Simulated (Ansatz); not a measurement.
## C2H7NOSi, SMILES OC1C[SiH2]N1: a single point from an input written key by key

Program: Ansatz 0.2.0 through its Python package.

The script reads `input.yaml`:
```yaml
crystal:
  periodic: [false, false, false]
  atoms:
    - { symbol: O, position_ang: [-1.7764, 0.6538, 0.4478] }
    - { symbol: C, position_ang: [-0.4157, 0.5899, 0.6126] }
    - { symbol: C, position_ang: [0.1154, -0.8454, 0.7664] }
    - { symbol: Si, position_ang: [0.6548, -0.7532, -1.0311] }
    - { symbol: "N", position_ang: [0.2527, 0.8636, -0.6804] }
    - { symbol: H, position_ang: [-1.897, 1.4315, -0.2189] }
    - { symbol: H, position_ang: [-0.0726, 1.2714, 1.4229] }
    - { symbol: H, position_ang: [1.049, -0.8998, 1.4438] }
    - { symbol: H, position_ang: [-0.5856, -1.5836, 1.1102] }
    - { symbol: H, position_ang: [-0.4187, -1.2602, -1.9712] }
    - { symbol: H, position_ang: [2.006, -0.8685, -1.348] }
    - { symbol: H, position_ang: [1.1651, 1.3455, -0.52] }
basis:
  gaussian: { orbitals: cc-pVDZ }
hamiltonian:
  xc: pbe
```

`c2h7nosi_deck.py`:
```python
import ansatz as az

session = az.Session.from_deck("input.yaml")
summary = session.plan(threads=1).execute().report

print(f"E = {summary['free_energy_ev']:.6f} eV = {summary['free_energy_ev'] / 27.211386246:.7f} Ha")
print("converged:", summary["converged"], " doubts:", summary["published_state_doubts"] or "none")
symbols = ["O", "C", "C", "Si", "N", "H", "H", "H", "H", "H", "H", "H"]
```

`python c2h7nosi_deck.py` gives:
```text
E = -13590.605479 eV = -499.4455393 Ha
converged: True  doubts: none
```

Caveats:
- Total energies depend on the basis set; only differences at equal settings carry meaning.
- The geometry is a force-field or estimated start, not a minimum of this method, and the basis set is short of its limit.
- Wall time of the script: 3.8 s on 1 thread of Arm Neoverse V1, on a shared host, peak memory 0.19 GiB.
